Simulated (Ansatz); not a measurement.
Run this with the Ansatz DFT code, driven from Python and show what comes out.

`transition_as.py`:
```python
"""Enthalpies of two structures of As under pressure."""

import warnings

import ansatz as az
import numpy as np

config = {
    "xc": "pbesol",
    "extra_bands": 6,
    "k_spacing": 0.26,
    "filling": "gaussian",
    "sigma": 0.05,
}


def hcp(A, a):
    return (
        az.Lattice.from_parameters(a, a, 1.633 * a, alpha=90, beta=90, gamma=120)
        .space_group(194)
        .atom(A, [1 / 3, 2 / 3, 0.25])
    )


def sc(a_site, a):
    return (
        az.Lattice.cubic(a)
        .space_group(221)
        .atom(a_site, [0, 0, 0])
    )


def run_phase(name, crystal, pressure=0.0):
    calc = crystal.calculation()
    calc = calc.basis(12 * az.Ha)
    calc = calc.functional(config["xc"])
    calc = calc.mixing("msr1", preconditioner="none").scf(extra_bands=config["extra_bands"])
    calc = calc.kpoints(spacing=config["k_spacing"]).occupations(config["filling"], width=config["sigma"])
    calc = calc.relax(force_tolerance=0.02, max_steps=60, cell=True, pressure=pressure)
    return calc.run(threads=1)


def volume_per_atom(outcome):
    return abs(np.linalg.det(outcome.lattice.cell_ang)) / len(outcome.lattice.sites)

warnings.simplefilter("ignore", az.DeckWarning)

phases = {}
phases["hcp"] = hcp("As", 3.12)
phases["sc"] = sc("As", 2.87)

# enthalpy per atom at each pressure
pressures = [0, 5, 10, 20]
enthalpy, volume = {name: [] for name in phases}, {name: [] for name in phases}
for p in pressures:
    for name, crystal in phases.items():
        o = run_phase(name, crystal, pressure=p)
        volume[name].append(volume_per_atom(o))
        enthalpy[name].append(o.report["energy_sigma0_ev"] / len(o.lattice.sites) + p * volume[name][-1] / 160.21766)
gap = np.array(enthalpy["sc"]) - np.array(enthalpy["hcp"])
rows = [(p, va, vb, 1000 * d) for p, va, vb, d in zip(pressures, volume["hcp"], volume["sc"], gap)]
print("| P (GPa) | V hcp (A^3/atom) | V sc (A^3/atom) | H(sc) - H(hcp) (meV/atom) |")
print("| --- | --- | --- | --- |")
for row in rows:
    print(f"| {row[0]:d} | {row[1]:.3f} | {row[2]:.3f} | {row[3]:+.1f} |")
crossings = [p0 - g0 * (p1 - p0) / (g1 - g0) for p0, p1, g0, g1 in zip(pressures, pressures[1:], gap, gap[1:]) if g0 * g1 < 0]
print("crossing near", [round(float(p), 1) for p in crossings], "GPa") if crossings else print("no crossing in this range")
```

Output of `python transition_as.py`:
```text
| P (GPa) | V hcp (A^3/atom) | V sc (A^3/atom) | H(sc) - H(hcp) (meV/atom) |
| --- | --- | --- | --- |
| 0 | 18.224 | 19.333 | -365.2 |
| 5 | 17.372 | 18.412 | -331.6 |
| 10 | 16.689 | 17.683 | -300.1 |
| 20 | 15.655 | 16.584 | -239.5 |
no crossing in this range
```

Caveats:
- These settings explore the input space; cutoff and mesh may be short of convergence.
- The cutoff lies under the one recommended for these potentials.
- Under the recommended cutoff a pressure can be off by several GPa, even in sign.
- At a fixed pressure a relaxation lowers the enthalpy F + PV, while F alone can rise.
- The meshes are coarse for the metals among these phases, whose energies can be off by up to 40 meV an atom.
- Only these two structures are compared, at zero temperature and with their symmetry kept; either may be hypothetical, and another phase may be lower than both. Differences under about 40 meV an atom lie within the error of mesh and functional.
- The cells are prototypes set up for this calculation and needn't exist.
- The script silences the warnings on its input, which a real study should read.
- Run time: 53 s on 1 thread of Arm Neoverse V2, on a shared host, peak memory 0.37 GiB.
